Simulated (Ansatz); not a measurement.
Working through a rigid scan of one bond length of CH5BBrN, SMILES CB(N)Br

Computed with the Ansatz DFT code, driven from Python.

Typed at the interpreter:
```pycon
>>> import warnings
>>> import ansatz
>>> from ase import Atoms
>>> import numpy as np
>>> BASIS_SET = "def2-SVP"
>>> XC = "B3LYP"
>>> VDW = "d4"
>>> warnings.simplefilter("ignore", ansatz.DeckWarning)
>>> atoms = Atoms(["C", "B", "N", "Br", "H", "H", "H", "H", "H"], positions=[
...     (0.2207, 0.9559, -0.702),
...     (-0.3171, -0.3685, -0.0676),
...     (-0.0806, -0.6501, 1.3916),
...     (-1.2246, -1.6851, -1.199),
...     (0.8743, 0.7789, -1.5648),
...     (0.6889, 1.636, 0.047),
...     (-0.6782, 1.559, -1.0998),
...     (-0.3876, -1.5846, 1.6111),
...     (0.9926, -0.6879, 1.5665),
... ])
>>> molecule = ansatz.Crystal.molecule_from_ase(atoms)
>>> symbols = [site.symbol for site in molecule.cartesian_sites]
>>> start = np.array([site.position_ang for site in molecule.cartesian_sites])
>>> axis = (start[4] - start[0]) / np.linalg.norm(start[4] - start[0])
>>> moving = [4]
>>> lengths, energies = [0.93, 1.01, 1.1, 1.21, 1.37, 1.65, 1.97, 2.41], []
>>> for length in lengths:
...     xyz = start.copy()
...     xyz[moving] += (length - np.linalg.norm(start[4] - start[0])) * axis
...     point = ansatz.Crystal.molecule()
...     for symbol, place in zip(symbols, xyz):
...         point = point.atom(symbol, place.tolist())
...     model = (
...         point.calculation()
...         .basis(gaussian=BASIS_SET)  # atom-centred Gaussian functions
...         .functional(XC, dispersion=VDW)
...     )
...     report = model.run().report
...     energies.append(report["free_energy_ev"])
...     print(f"r = {length:6.3f} A  E = {energies[-1]:.5f} eV  <S^2> = {abs(report['mean_field']['state']['spin_squared']):.3f}")
...
r =  0.930 A  E = -73322.84134 eV  <S^2> = 0.000
r =  1.010 A  E = -73323.36439 eV  <S^2> = 0.000
r =  1.100 A  E = -73323.52927 eV  <S^2> = 0.000
r =  1.210 A  E = -73323.36910 eV  <S^2> = 0.000
r =  1.370 A  E = -73322.79399 eV  <S^2> = 0.000
r =  1.650 A  E = -73321.51763 eV  <S^2> = 0.000
r =  1.970 A  E = -73320.16282 eV  <S^2> = 0.000
r =  2.410 A  E = -73318.76957 eV  <S^2> = 0.000
>>> print("energy above the lowest point (eV):", [round(e - min(energies), 3) for e in energies])
energy above the lowest point (eV): [0.688, 0.165, 0.0, 0.16, 0.735, 2.012, 3.366, 4.76]
```

Total energies depend on the basis set; only differences at equal settings carry meaning. The rest of the molecule is held rigid at a force-field or estimated start geometry, and the basis set is modest; single-reference methods fail as a bond breaks. b3lyp holds the VWN-RPA fit, as in Gaussian; the form of ORCA and Turbomole is b3lyp5. The orbitals are restricted, so S² is zero by construction. Toward dissociation an unrestricted state can lie under the restricted one, by tenths of an eV for polar bonds under a functional and by 1 to 2 eV or more for others. Finished in 23 s on 1 thread of Arm Neoverse V2, with other jobs on the host, peak memory 0.27 GiB.
